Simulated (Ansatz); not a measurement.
**CH5AlGeO: a ladder of functionals and wavefunction methods**

How much do the methods differ for CH5AlGeO? The plan is to run it at one geometry with functionals of several rungs and with coupled cluster, and see how far each lands from CCSD(T) at the basis-set limit for the atomisation energy.

Computed with Ansatz 0.2.0, Gaussian basis. Level: functionals in def2-TZVPP, the program's frozen cores in correlated methods.

Plan: PBE-D4, r2SCAN-D4, PBE0-D4, B3LYP-D4, ωB97X-V, ωB97M-V, B2PLYP; CCSD(T)/def2-TZVPP; MP2/def2-QZVPP; extrapolation to the limit.

### 1 Structure used throughout

An earlier PBE0-D4 in a triple-zeta def2 set relaxation fixed the geometry.

9 atoms, charge 0, spin multiplicity 1.

Atoms are counted from 1 here; the program's logs count them from 0.

Bond lengths: O1–C2 1.199 Å, C2–Ge3 2.013 Å, C2–H5 1.116 Å, Ge3–Al4 2.482 Å, Ge3–H6 1.538 Å, Ge3–H7 1.545 Å, Al4–H8 1.586 Å, Al4–H9 1.585 Å. Angles: O1–C2–Ge3 123.2°, O1–C2–H5 120.0°, Ge3–C2–H5 116.8°, C2–Ge3–Al4 109.4°, C2–Ge3–H6 106.9°, C2–Ge3–H7 105.8°, Al4–Ge3–H6 114.6°, Al4–Ge3–H7 111.2°, H6–Ge3–H7 108.5°, Ge3–Al4–H8 118.5°, Ge3–Al4–H9 121.0°, H8–Al4–H9 120.5°.

As a file:

```xyz
9
CH5AlGeO
O    -0.5599    0.9337   -2.3837
C     0.2881    0.3669   -1.7535
Ge    0.5480    0.6265    0.2252
Al   -0.8496   -1.0102    1.4613
H     0.9624   -0.3662   -2.2571
H     0.2293    2.1001    0.5288
H     2.0520    0.3855    0.4862
H    -0.7033   -2.5494    1.1074
H    -1.8786   -0.5331    2.5682
```

### 2 PBE-D4 (GGA)

in.yaml reads:

```yaml
crystal:
  periodic: [false, false, false]
  atoms:
    - {symbol: O, position_ang: [-0.559881, 0.933657, -2.383694]}
    - {symbol: C, position_ang: [0.288095, 0.366939, -1.753473]}
    - {symbol: Ge, position_ang: [0.548026, 0.626486, 0.225247]}
    - {symbol: Al, position_ang: [-0.849626, -1.010151, 1.461251]}
    - {symbol: H, position_ang: [0.962364, -0.366153, -2.257134]}
    - {symbol: H, position_ang: [0.229284, 2.100090, 0.528773]}
    - {symbol: H, position_ang: [2.051969, 0.385475, 0.486233]}
    - {symbol: H, position_ang: [-0.703270, -2.549413, 1.107381]}
    - {symbol: H, position_ang: [-1.878561, -0.533130, 2.568215]}
basis:
  gaussian: {orbitals: def2-TZVPP}
hamiltonian: {xc: pbe, dispersion: d4}
output: {forces: true, orbitals: {seedname: orbitals}}
```

Run with:

```
> ansatz run in.yaml --threads 4 --pin off --events-out ev --progress --plain --max-ram 10444MiB
```

Further steps of the session: r2SCAN-D4 (meta-GGA); PBE0-D4 (hybrid); B3LYP-D4 (hybrid); ωB97X-V (range-separated); ωB97M-V (range-separated); B2PLYP (double hybrid); CCSD(T) in def2-TZVPP; MP2 in def2-QZVPP.

**Question.** What will the summary of the whole plan be? Wanted: atomisation energy, CCSD(T)/CBS; farthest; mean size of error, hybrid; mean size of error, range-separated; gap, smallest and largest; T1 diagnostic; triples share of the correlation energy.

The runs gave:

```
                               quantity                                  value
        atomisation energy, CCSD(T)/CBS                          2767.0 kJ/mol
 functionals within 27.7 kJ/mol (1.0 %)  r2SCAN-D4, B3LYP-D4, ωB97X-V, ωB97M-V
                               farthest                  B2PLYP (-45.6 kJ/mol)
             mean size of error, hybrid                            24.2 kJ/mol
    mean size of error, range-separated                            12.8 kJ/mol
              gap, smallest and largest    2.46 eV (PBE-D4), 8.64 eV (ωB97X-V)
                          T1 diagnostic                                 0.0151
triples share of the correlation energy                                  3.8 %
```

**Reading.** PBE-D4 is off by +30.2 kJ/mol. Double hybrids carry the basis error of their MP2 part in triple zeta, and no dispersion term here, so their miss is partly the set-up's. The reference freezes the cores and leaves out relativity and excitations past (T), and its outer-core shells are covered unevenly, so misses under about 27.7 kJ/mol can't be ranked. Hartree-Fock recovers 70 % of the binding; the rest is correlation. The gap grows from 2.5 to 8.6 eV across the functionals, mostly with the share of exact exchange. Correlated methods include outer-core shells of Ge, which these sets cover unevenly.
